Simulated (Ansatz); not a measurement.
# Al12 flat piece (Al12): geometry, orbitals and charge

Aim: characterise Al12 flat piece (Al12) as a singlet: its structure, frontier levels and distribution of charge.

Computed with Ansatz 0.2.0, Gaussian basis. Level: RKS PBE0-D4/def2-TZVP.

Levels to be run: relaxation at PBE-D4/def2-SVP; a single point at PBE0-D4/def2-TZVP.

5 further runs of the same task are left out: 3 that didn't finish, 2 set aside as unsound or not needed.

### Step 1. The starting structure

12 atoms, charge 0, spin multiplicity 1.

Atoms are counted from 1 here; the program's logs count them from 0.

Bond lengths: Al1–Al2 2.739 Å, Al1–Al5 2.734 Å, Al2–Al3 2.740 Å, Al2–Al5 2.768 Å, Al2–Al7 2.739 Å, Al3–Al4 2.749 Å, Al3–Al7 2.746 Å, Al4–Al7 2.746 Å, Al4–Al8 2.742 Å, Al5–Al6 2.763 Å, Al5–Al9 2.720 Å, Al6–Al7 2.757 Å, Al6–Al9 2.751 Å, Al6–Al10 2.735 Å, Al6–Al11 2.747 Å, Al7–Al8 2.774 Å, Al7–Al11 2.794 Å and more. Angles: Al2–Al1–Al5 60.8°, Al1–Al2–Al3 120.6°, Al1–Al2–Al5 59.5°, Al1–Al2–Al7 179.2°, Al3–Al2–Al5 179.7°, Al3–Al2–Al7 60.2°, Al5–Al2–Al7 119.7°, Al2–Al3–Al4 119.8°, Al2–Al3–Al7 59.9°, Al4–Al3–Al7 60.0°, Al3–Al4–Al7 60.0°, Al3–Al4–Al8 120.7°, Al7–Al4–Al8 60.7°, Al1–Al5–Al2 59.7° and more.

Coordinates:

```mol
Al12
  3D, bonds by distance, orders not assigned

 12 23  0  0  0  0  0  0  0  0999 V2000
   -3.4323   -3.5599    0.0050 Al  0  0
   -2.0820   -1.1772    0.0067 Al  0  0
   -3.4456    1.1995    0.0055 Al  0  0
   -2.0581    3.5727    0.0082 Al  0  0
   -0.6985   -3.5747   -0.0072 Al  0  0
    0.6965   -1.1902   -0.0044 Al  0  0
   -0.6992    1.1869    0.0001 Al  0  0
    0.6834    3.5917    0.0151 Al  0  0
    2.0218   -3.6006   -0.0026 Al  0  0
    3.4312   -1.1875    0.0033 Al  0  0
    2.0943    1.1741   -0.0057 Al  0  0
    3.4681    3.5820    0.0099 Al  0  0
  1  2  8  0
  1  5  8  0
  2  3  8  0
  2  5  8  0
  2  6  8  0
  2  7  8  0
  3  4  8  0
  3  7  8  0
  4  7  8  0
  4  8  8  0
  5  6  8  0
  5  9  8  0
  6  7  8  0
  6  9  8  0
  6 10  8  0
  6 11  8  0
  7  8  8  0
  7 11  8  0
  8 11  8  0
  8 12  8  0
  9 10  8  0
 10 11  8  0
 11 12  8  0
M  END
```

The start is a built from a lattice or polyhedron geometry.

### Step 2. Relaxation at PBE-D4/def2-SVP

File in.yaml:

```yaml
crystal:
  periodic: [false, false, false]
  atoms:
    - {symbol: Al, position_ang: [-3.432300, -3.559900, 0.005000]}
    - {symbol: Al, position_ang: [-2.082000, -1.177200, 0.006700]}
    - {symbol: Al, position_ang: [-3.445600, 1.199500, 0.005500]}
    - {symbol: Al, position_ang: [-2.058100, 3.572700, 0.008200]}
    - {symbol: Al, position_ang: [-0.698500, -3.574700, -0.007200]}
    - {symbol: Al, position_ang: [0.696500, -1.190200, -0.004400]}
    - {symbol: Al, position_ang: [-0.699200, 1.186900, 0.000100]}
    - {symbol: Al, position_ang: [0.683400, 3.591700, 0.015100]}
    - {symbol: Al, position_ang: [2.021800, -3.600600, -0.002600]}
    - {symbol: Al, position_ang: [3.431200, -1.187500, 0.003300]}
    - {symbol: Al, position_ang: [2.094300, 1.174100, -0.005700]}
    - {symbol: Al, position_ang: [3.468100, 3.582000, 0.009900]}
basis:
  gaussian: {orbitals: def2-SVP}
hamiltonian: {xc: pbe, dispersion: d4}
scf: {lower_state_search: "off"}
output: {orbitals: {seedname: orbitals}}
relax: {f_tol: 0.03, max_steps: 70}
```

Command:

```sh
ansatz run in.yaml --threads 4 --pin off --events-out ev --progress --plain --max-ram 6963MiB
```

After this run come: Single point, PBE0-D4/def2-TZVP.

Q: Predict the results of all the runs planned. Wanted: point group; commonest bond; HOMO, LUMO at PBE0-D4/def2-TZVP; dipole at PBE-D4/def2-SVP.

The runs gave:

| quantity | value |
| --- | --- |
| point group | C2 |
| commonest bond | Al–Al, 27 of mean length 2.697 Å |
| HOMO, LUMO at PBE0-D4/def2-TZVP | -4.80, -3.43 eV |
| dipole at PBE-D4/def2-SVP | 0.20 D |

What this shows: The relaxation broke 1 and made 9 bonds, so the end is another structure than the start. No usable vibrations, so a minimum isn't proven. Whether this spin is the lowest isn't tested here. The point group is read from a loosely relaxed geometry; soft torsions can leave it below the true symmetry.
